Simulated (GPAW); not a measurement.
NbSi:

```
CELL_PARAMETERS angstrom
0.00000 2.57383 2.57383
2.57383 0.00000 2.57383
2.57383 2.57383 0.00000
ATOMIC_POSITIONS crystal
Nb 0.00000 0.00000 0.00000
Si 0.50000 0.50000 0.50000
```

The cell was built by a generator and needn't be a form met in nature.

Base run:

- Program: GPAW 26.7.0
- Functional: r2SCAN
- Potentials or basis: GPAW PAW data sets (gpaw-data 1.2.1)
- Cutoff: 600 eV
- Basis: pw
- k mesh: 9 × 9 × 9
- Occupations: fermi-dirac, width 0.05 eV
- Spin: no spin polarisation

Its results: pressure -0.7 GPa.

Task: The run is repeated on the same cell with these changes: hubbard terms from none to Nb d U = 4 eV. What comes out?

Result: Pressure 3.2 GPa.

Caveats: the PAW data sets were made with another functional, which shifts forces and pressure a little; U without spin polarisation on a metal has little footing (some runs); the U is typed as a test and isn't derived for this compound (some runs).
